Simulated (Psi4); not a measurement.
**CH3FSn (SMILES [CH3][Sn][F]): levels of theory compared**

Wanted: a comparison of 4 runs (HF-D4/def2-TZVP, PBE0/def2-SVP, TPSS/def2-SVP, SOS-MP2/def2-SVP) of CH3FSn. 

The results are computed with Psi4 1.11.

8 further runs of the same task are left out: 1 that didn't finish, 7 set aside as unsound or not needed.

## Step 1: Starting point

CH3FSn: 6 atoms, total charge 0, spin state singlet. As SMILES, `[CH3][Sn][F]`. The shape is that of a PBE0-D4/def2-TZVP optimisation.

Bond lengths: C1–Sn2 2.175 Å, Sn2–F3 1.952 Å, C1–H4 1.094 Å, C1–H5 1.094 Å, C1–H6 1.092 Å. Angles: C1–Sn2–F3 92.9°, Sn2–C1–H4 108.9°, Sn2–C1–H5 108.8°, Sn2–C1–H6 113.1°, H4–C1–H5 107.3°, H4–C1–H6 109.3°, H5–C1–H6 109.2°.

## Step 2: Energy and one-electron properties at HF-D4/def2-TZVP (Cholesky decomposition, core potential) (run 1)

File ch3fsn.xyz:

```xyz
6
CH3FSn
C     -0.389800     0.421200    -0.282900
Sn     0.257100    -0.620500     1.513600
F      1.621600    -1.634100     0.554100
H     -0.684900    -0.317800    -1.033900
H      0.458100     0.979400    -0.691900
H     -1.220000     1.107700    -0.105200
```

File ch3fsn.py:

```python
import psi4

psi4.set_memory(1600000000)
psi4.set_num_threads(1)
psi4.set_output_file('run.log', False)

with open('ch3fsn.xyz') as f:
    atoms = ''.join(f.readlines()[2:])
mol = psi4.geometry('0 1\n' + atoms + 'no_reorient\nno_com')

options = {'basis': 'def2-TZVP', 'scf_type': 'cd'}
psi4.set_options(options)

result, w = psi4.energy('hf-d4', molecule=mol, return_wfn=True)
psi4.oeprop(w, 'ESP_AT_NUCLEI', 'LOWDIN_CHARGES', 'NO_OCCUPATIONS')
print(f'hf-d4 energy: {result:.10f} Eh')
```

Launch:

```
$ python ch3fsn.py
```

run.log:

```text
[...]
    !!!  WARNING: ECP capability is in beta. Please check occupations closely.  !!!
[...]
  Running in c1 symmetry.
[...]
  Nuclear repulsion =  121.887130831257650
[...]
  Multiplicity = 1
[...]
  Nalpha       = 20
  Nbeta        = 20
[...]
    Number of basis functions: 130
[...]
 WARNING: Atomic UHF is not converging! Try casting from a smaller basis or call Rob at CCMST.
   -------------------------
[...]
   @RHF iter   1:  -352.29226104484218   -1.98272e+00   5.32425e-03 DIIS/ADIIS
[...]
   @RHF iter   9:  -352.50786952075305   -2.45809e-08   2.69618e-07 DIIS
[...]
    Orbital Energies [Eh]
    ---------------------
    Doubly Occupied:
       1A    -26.209666     2A    -11.209461     3A     -5.872084
       4A     -4.066473     5A     -4.058653     6A     -4.053231
       7A     -1.496038     8A     -1.331615     9A     -1.331217
      10A     -1.324889    11A     -1.316781    12A     -1.313344
      13A     -0.927276    14A     -0.643638    15A     -0.580986
      16A     -0.573003    17A     -0.551291    18A     -0.547753
      19A     -0.487570    20A     -0.328586
[...]
  @RHF Final Energy:  -352.50786952075305
   => Energetics <=
    Nuclear Repulsion Energy =            121.8871308312576502
    One-Electron Energy =                -812.3168491754368006
    Two-Electron Energy =                 337.9348722361872888
    Total Energy =                       -352.5078695207530473
[...]
 Multipole Moments:
 ------------------------------------------------------------------------------------
     Multipole            Electronic (a.u.)      Nuclear  (a.u.)        Total (a.u.)
 ------------------------------------------------------------------------------------
 L = 1.  Multiply by 2.5417464519 to convert [e a0] to [Debye]
 Dipole X            :        -31.9744115           31.1143407           -0.8600709
 Dipole Y            :         46.1507978          -45.4694562            0.6813416
 Dipole Z            :        -65.2479574           65.6825338            0.4345763
 Magnitude           :                                                    1.1801716
[...]
```

Standard output:

```text
hf-d4 energy: -352.5078695208 Eh
```

Wall time 11 s (1 thread of AMD EPYC 9B14 (Zen 4), shared host); peak memory 0.32 GiB.

Atomic charges (e):

```csv
atom,Löwdin
C1,-0.580
Sn2,+0.656
F3,-0.390
H4,+0.108
H5,+0.108
H6,+0.097
```

## Step 3: A single-point energy at PBE0/def2-SVP (core potential) (run 2)

File input.inp:

```
memory 1600 mb

molecule m {
  0 1
  C     -0.389800     0.421200    -0.282900
  Sn     0.257100    -0.620500     1.513600
  F      1.621600    -1.634100     0.554100
  H     -0.684900    -0.317800    -1.033900
  H      0.458100     0.979400    -0.691900
  H     -1.220000     1.107700    -0.105200
  symmetry c1
  no_reorient
  no_com
}

set {
  puream               true
  e_convergence        1e-09
  d_convergence        1e-08
  scf_type             pk
  dft_radial_points    99
  dft_spherical_points 590
}

e_tot, wfn = energy("pbe0/def2-SVP", return_wfn=True)
oeprop(wfn, "LOWDIN_CHARGES", "MULLIKEN_CHARGES", "DIPOLE")
```

Launch:

```
$ psi4 -n 1 input.inp input.out
```

input.out:

```text
[...]
    !!!  WARNING: ECP capability is in beta. Please check occupations closely.  !!!
[...]
  Running in c1 symmetry.
[...]
  Nuclear repulsion =  121.887130831257650
[...]
  Multiplicity = 1
[...]
  Nalpha       = 20
  Nbeta        = 20
[...]
    Number of basis functions: 69
[...]
   @RKS iter   1:  -353.48349869232840   -1.44427e+00   1.19823e-02 DIIS/ADIIS
[...]
   @RKS iter  11:  -353.82261525369904   -3.41061e-12   6.79157e-09 DIIS
[...]
    Orbital Energies [Eh]
    ---------------------
    Doubly Occupied:
       1A    -24.692354     2A    -10.216655     3A     -5.150362
       4A     -3.490519     5A     -3.481893     6A     -3.475287
       7A     -1.118465     8A     -1.051569     9A     -1.049560
      10A     -1.045724    11A     -1.038280    12A     -1.021172
      13A     -0.695012    14A     -0.476301    15A     -0.412360
      16A     -0.409504    17A     -0.369407    18A     -0.365677
      19A     -0.349026    20A     -0.240801
[...]
  @RKS Final Energy:  -353.82261525369904
   => Energetics <=
    Nuclear Repulsion Energy =            121.8871308312576502
    One-Electron Energy =                -812.3615933795019828
    Two-Electron Energy =                 363.2568179051792185
    DFT Exchange-Correlation Energy =     -26.6049706106339450
    Empirical Dispersion Energy =           0.0000000000000000
    VV10 Nonlocal Energy =                  0.0000000000000000
    Total Energy =                       -353.8226152536990412
[...]
 Multipole Moments:
 ------------------------------------------------------------------------------------
     Multipole            Electronic (a.u.)      Nuclear  (a.u.)        Total (a.u.)
 ------------------------------------------------------------------------------------
 L = 1.  Multiply by 2.5417464519 to convert [e a0] to [Debye]
 Dipole X            :        -31.8468483           31.1143407           -0.7325076
 Dipole Y            :         46.0497911          -45.4694562            0.5803349
 Dipole Z            :        -65.3091627           65.6825338            0.3733710
 Magnitude           :                                                    1.0063607
[...]
  Mulliken Charges: (a.u.)
   Center  Symbol    Alpha    Beta     Spin     Total
       1     C     3.20611  3.20611  0.00000 -0.41222
       2    SN    10.67146 10.67146  0.00000  0.65707
       3     F     4.73233  4.73233  0.00000 -0.46467
       4     H     0.46086  0.46086  0.00000  0.07828
       5     H     0.46122  0.46122  0.00000  0.07757
       6     H     0.46802  0.46802  0.00000  0.06397
   Total alpha = 20.00000, Total beta = 20.00000, Total charge =  0.00000
  Lowdin Charges: (a.u.)
   Center  Symbol    Alpha    Beta     Spin     Total
[...]
```

Wall time 9 s (1 thread of AMD EPYC 9B14 (Zen 4), shared host); peak memory 0.82 GiB.

Run 3 isn't shown in full; the table further down has it.

## Step 4: A single-point energy at SOS-MP2/def2-SVP (core potential) (run 4)

File job.json:

```json
{
 "schema_name": "qcschema_input",
 "schema_version": 1,
 "molecule": {
  "schema_name": "qcschema_molecule",
  "schema_version": 2,
  "symbols": ["C", "Sn", "F", "H", "H", "H"],
  "geometry": [-0.73661524, 0.79595264, -0.53460352, 0.48584859, -1.17257506, 2.86028946, 3.06437988, -3.08800146, 1.04709725, -1.29427342, -0.60055496, -1.95378784, 0.86568354, 1.85079777, -1.30750151, -2.30546587, 2.09324963, -0.19879919],
  "molecular_charge": 0,
  "molecular_multiplicity": 1,
  "fix_symmetry": "c1"
 },
 "driver": "energy",
 "model": {
  "method": "sos-mp2",
  "basis": "def2-SVP"
 },
 "keywords": {
  "reference": "rhf",
  "scf_type": "pk",
  "num_frozen_docc": 6,
  "mp2_type": "df"
 }
}
```

Launch:

```
$ psi4 --qcschema job.json -n 1 --memory 1600MB
```

stdout:

```text
[...]
    !!!  WARNING: ECP capability is in beta. Please check occupations closely.  !!!
[...]
  Running in c1 symmetry.
[...]
  Nuclear repulsion =  121.887131037954859
[...]
  Multiplicity = 1
[...]
  Nalpha       = 20
  Nbeta        = 20
[...]
    Number of basis functions: 69
[...]
   @RHF iter   1:  -352.15771588709885   -2.21179e+00   8.06580e-03 DIIS/ADIIS
[...]
   @RHF iter  12:  -352.31011680116035   -3.29692e-12   3.93917e-09 DIIS
[...]
    Orbital Energies [Eh]
    ---------------------
    Doubly Occupied:
       1A    -26.194557     2A    -11.216889     3A     -5.876206
       4A     -4.070024     5A     -4.063043     6A     -4.057230
       7A     -1.462732     8A     -1.335123     9A     -1.334200
      10A     -1.328249    11A     -1.320457    12A     -1.313774
      13A     -0.919016    14A     -0.636844    15A     -0.573850
      16A     -0.565313    17A     -0.550911    18A     -0.547133
      19A     -0.484729    20A     -0.326761
[...]
  @RHF Final Energy:  -352.31011680116035
   => Energetics <=
    Nuclear Repulsion Energy =            121.8871310379548589
    One-Electron Energy =                -812.0404158759232587
    Two-Electron Energy =                 337.8431680368080379
    Total Energy =                       -352.3101168011603477
[...]
 Multipole Moments:
 ------------------------------------------------------------------------------------
     Multipole            Electronic (a.u.)      Nuclear  (a.u.)        Total (a.u.)
 ------------------------------------------------------------------------------------
 L = 1.  Multiply by 2.5417464519 to convert [e a0] to [Debye]
 Dipole X            :         -4.7162946            3.8599157           -0.8563789
 Dipole Y            :         -2.2750943            2.9545048            0.6794104
 Dipole Z            :         26.4667345          -26.0369096            0.4298248
 Magnitude           :                                                    1.1746203
[...]
	SCS-MP2 Total Energy (a.u.)        :  -352.72876985497595
	SOS-MP2 Total Energy (a.u.)        :  -352.72530896608777
	SCSN-MP2 Total Energy (a.u.)       :  -352.49702218916855
[...]
	SOS-PI-MP2 Total Energy (a.u.)     :  -352.75724682492836
[...]
	MP2 Total Energy (a.u.)            :  -352.73569163275255
[...]
```

The result, in JSON:

```text
{
 "driver": "energy",
 "model": {
  "method": "sos-mp2",
  "basis": "def2-SVP"
 },
 "success": true,
 "return_result": -352.72530896608777,
 "properties": {
  "calcinfo_nbasis": 69,
  "calcinfo_nmo": 69,
  "calcinfo_nalpha": 20,
  "calcinfo_nbeta": 20,
  "calcinfo_natom": 6,
  "nuclear_repulsion_energy": 121.88713103795486,
  "return_energy": -352.72530896608777,
  "scf_one_electron_energy": -812.0404158759233,
  "scf_two_electron_energy": 337.84316803680804,
  "scf_dipole_moment": [-0.8563788967558992, 0.6794104480516734, 0.42982484182264713],
  "scf_total_energy": -352.31011680116035,
  "scf_iterations": 12,
  "mp2_same_spin_correlation_energy": -0.10619624318647325,
  "mp2_opposite_spin_correlation_energy": -0.31937858840570293,
  "mp2_singles_energy": 0.0,
  "mp2_doubles_energy": -0.4255748315921762,
  "mp2_correlation_energy": -0.42557483159220055,
  "mp2_total_energy": -352.73569163275255
 }
}
```

Run time: 2.8 s. Hardware: 1 thread of AMD EPYC 9B14 (Zen 4), shared host; peak memory 0.28 GiB.

## Step 5: The series

```csv
run,level,task,integrals,energy (Eh),dipole moment (D),HOMO energy (eV),LUMO energy (eV),wall time
1,"HF-D4/def2-TZVP (Cholesky decomposition, core potential)",properties,cd,-352.507870,3.00,-8.94,0.14,11 s
2,PBE0/def2-SVP (core potential),energy,pk,-353.822615,2.56,-6.55,-2.41,9 s
3,TPSS/def2-SVP (core potential),gradient,pk,-353.892364,2.30,-5.51,-3.03,30 s
4,SOS-MP2/def2-SVP (core potential),energy,pk,-352.725309,–,-8.89,0.32,2.8 s
```

## Step 6: Results

| quantity | value |
| --- | --- |
| run 4: total energy | -352.72531 Eh |
| run 4: HOMO energy (Hartree–Fock orbitals) | -8.89 eV |
| run 4: LUMO energy (Hartree–Fock orbitals) | 0.32 eV |
| run 4: HOMO–LUMO gap (Hartree–Fock orbitals) | 9.21 eV |
| run 4: correlation energy (6 core orbitals frozen) | -415.2 mEh |

In words: Over runs 1, 2, 3 the dipole moment (its size) runs from 2.30 D (TPSS/def2-SVP) to 3.00 D (HF-D4/def2-TZVP). The two ends differ in method and basis. Over runs 1, 2, 3 the HOMO–LUMO gap runs from 2.48 eV (TPSS/def2-SVP) to 9.08 eV (HF-D4/def2-TZVP). Totals of different functionals can't be ranked against each other. All runs together took 53 s, the longest 30 s.
